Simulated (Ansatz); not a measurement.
This Ansatz 0.2.0 run on GdO needs a look.

Contents of input.yaml:

```yaml
crystal:
  lattice:
    - [2.80181376, 0.0, 0.0]
    - [0.0, 2.80181376, 0.0]
    - [0.0, 0.0, 2.80181376]
  atoms:
    - { symbol: Gd, position: [0.0, 0.0, 0.0], spin: 7.0 }
    - { symbol: O, position: [0.5, 0.5, 0.5] }
hamiltonian:
  xc: r2scan
  pseudopotentials: { kind: paw }
magnetization:
  spin_polarized: true
kpoints:
  mp_grid: { grid: [9, 9, 9], kspacing: 0.3 }
  band_path:
    path:
      - [[0.0, 0.0, 0.0], [0.0, 0.5, 0.0], [0.5, 0.5, 0.0], [0.0, 0.0, 0.0], [0.5, 0.5, 0.5], [0.0, 0.5, 0.0]]
      - [[0.5, 0.5, 0.0], [0.5, 0.5, 0.5]]
    npoints: 14
scf:
  occupations: { method: fermi_dirac, width: 0.05 }
  n_extra_bands: 6
  max_iter: 80
output:
  forces: true
  stress: true
  eigenvalues: true
  fatbands: false
```

Potentials or basis: Ansatz PAW.

The run is started by

```sh
$ ansatz run input.yaml --threads 2 --pin off --max-ram 5632MiB --backend cpu --events-out ev --progress --plain --runs-dir out
```

Output:

```text
Error: invalid value for `kpoints.mp_grid.kspacing`: mutually exclusive with `grid` — set one or the other
```

What happened, and what is wrong with the input?

The program refused the input. The input holds a flaw that was put in on purpose: a mesh with a zero or a mesh and a spacing (kpoints.mp_grid.kspacing = 0.3).

A sound run on the same cell differs in these lines of the main input:
```diff
@@ -15 +15 @@
-  mp_grid: { grid: [9, 9, 9], kspacing: 0.3 }
+  mp_grid: { grid: [9, 9, 9] }
@@ -24 +23,0 @@
-  max_iter: 80
@@ -29 +28 @@
-  fatbands: false
+  fatbands: true
```
